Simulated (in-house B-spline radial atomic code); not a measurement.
# Excitations of Ca as exact exchange is dialled in

Aim: follow the lowest excitations, the threshold and the polarisability of Ca as the share of exact exchange in a PBE hybrid goes from none to all.

The numbers are computed with in-house B-spline radial atomic code version 1 (linear response of a closed shell, each method with its own adiabatic kernel; spin-free one-electron X2C, finite nucleus; B-spline basis; no spin-orbit coupling, no double excitations; only terms of natural parity, (−1)^L, with L up to 3 are computed), except any that are marked as measured or tabulated.

## 1. The atom as given

| Item | Value |
| --- | --- |
| element | calcium (Z = 20) |
| charge | 0 |
| configuration | [Ar] 4s2 |
| runs | 0 % exact exchange; 10 % exact exchange; 20 % exact exchange; 30 % exact exchange; 40 % exact exchange; 50 % exact exchange; 60 % exact exchange; 70 % exact exchange; 80 % exact exchange; 90 % exact exchange; 100 % exact exchange |

Outer shells as boxes (Hund's rule):

Ca
```
[Ar] core
4s [↑↓]
```

## 2. 0 % exact exchange

The run's settings:

```ini
Z = 20
electrons = 20.0
configuration = [Ar] 4s2
hamiltonian = x2c
method = pbeh
box_radius = 75.0
exact_exchange_fraction = 0.0
rms_radius = 3.4776
intervals = 78
```

The run is started by

```sh
> python run_td.py task.json out
```

One command runs all members of the session, one after another, from task.json.

## 3. 10 % exact exchange

The settings differ from step 2 so:

```diff
@@ -6,3 +6,3 @@
 box_radius = 75.0
-exact_exchange_fraction = 0.0
+exact_exchange_fraction = 0.1
 rms_radius = 3.4776
```

## 4. 20 % exact exchange

The settings differ from step 3 so:

```diff
@@ -6,3 +6,3 @@
 box_radius = 75.0
-exact_exchange_fraction = 0.1
+exact_exchange_fraction = 0.2
 rms_radius = 3.4776
```

## 5. 30 % exact exchange

The settings differ from step 4 so:

```diff
@@ -6,3 +6,3 @@
 box_radius = 75.0
-exact_exchange_fraction = 0.2
+exact_exchange_fraction = 0.3
 rms_radius = 3.4776
```

## 6. 40 % exact exchange

The settings differ from step 5 so:

```diff
@@ -6,3 +6,3 @@
 box_radius = 75.0
-exact_exchange_fraction = 0.3
+exact_exchange_fraction = 0.4
 rms_radius = 3.4776
```

## 7. 50 % exact exchange

The settings differ from step 6 so:

```diff
@@ -6,3 +6,3 @@
 box_radius = 75.0
-exact_exchange_fraction = 0.4
+exact_exchange_fraction = 0.5
 rms_radius = 3.4776
```

## 8. 60 % exact exchange

The settings differ from step 7 so:

```diff
@@ -6,3 +6,3 @@
 box_radius = 75.0
-exact_exchange_fraction = 0.5
+exact_exchange_fraction = 0.6
 rms_radius = 3.4776
```

## 9. 70 % exact exchange

The settings differ from step 8 so:

```diff
@@ -6,3 +6,3 @@
 box_radius = 75.0
-exact_exchange_fraction = 0.6
+exact_exchange_fraction = 0.7
 rms_radius = 3.4776
```

## 10. 80 % exact exchange

The settings differ from step 9 so:

```diff
@@ -6,3 +6,3 @@
 box_radius = 75.0
-exact_exchange_fraction = 0.7
+exact_exchange_fraction = 0.8
 rms_radius = 3.4776
```

## 11. 90 % exact exchange

The settings differ from step 10 so:

```diff
@@ -6,3 +6,3 @@
 box_radius = 75.0
-exact_exchange_fraction = 0.8
+exact_exchange_fraction = 0.9
 rms_radius = 3.4776
```

## 12. 100 % exact exchange

The settings differ from step 11 so:

```diff
@@ -6,3 +6,3 @@
 box_radius = 75.0
-exact_exchange_fraction = 0.9
+exact_exchange_fraction = 1.0
 rms_radius = 3.4776
```

Before running it: what results should come out? Wanted: for each run, threshold; 4s→4p ¹P; 4s→4p ³P, Tamm-Dancoff; α; C6.

The runs gave:

```csv
run,threshold (eV),4s→4p ¹P (eV),"4s→4p ³P, Tamm-Dancoff (eV)",α (bohr³),C6 (hartree bohr⁶),time
0 % exact exchange,3.766,2.999,1.708,157.4,2170,1.2 s
10 % exact exchange,3.993,2.992,1.678,159.2,2208,1.6 s
20 % exact exchange,4.220,2.984,1.648,161.1,2249,1.6 s
30 % exact exchange,4.445,2.974,1.618,163.0,2291,1.6 s
40 % exact exchange,4.669,2.963,1.587,165.1,2336,1.6 s
50 % exact exchange,4.891,2.950,1.556,167.3,2384,1.5 s
60 % exact exchange,5.112,2.937,1.526,169.6,2433,1.6 s
70 % exact exchange,5.332,2.922,1.495,171.9,2486,1.6 s
80 % exact exchange,5.551,2.906,1.464,174.4,2541,1.6 s
90 % exact exchange,5.768,2.888,1.433,177.1,2598,1.5 s
100 % exact exchange,5.984,2.870,1.403,179.8,2659,1.5 s
measured or tabulated,-,2.933,1.892,160.8,2163,-
```

What this shows: From 0 % exact exchange to 100 % exact exchange the threshold goes from 3.77 to 5.98 eV and α from 157 to 180 bohr³. 4s→4p ¹P moves from 3.00 eV (0 % exact exchange) to 2.87 eV (100 % exact exchange). 4s→4p ³P moves from 1.71 eV (0 % exact exchange) to 1.40 eV (100 % exact exchange). Exact exchange removes self-interaction, which deepens the highest level. The tabulated α is from Schwerdtfeger and Nagle, table of static dipole polarizabilities (2023 update). The tabulated C6 is from Chu and Dalgarno (2004); Tang, Norbeck and Certain (1976).
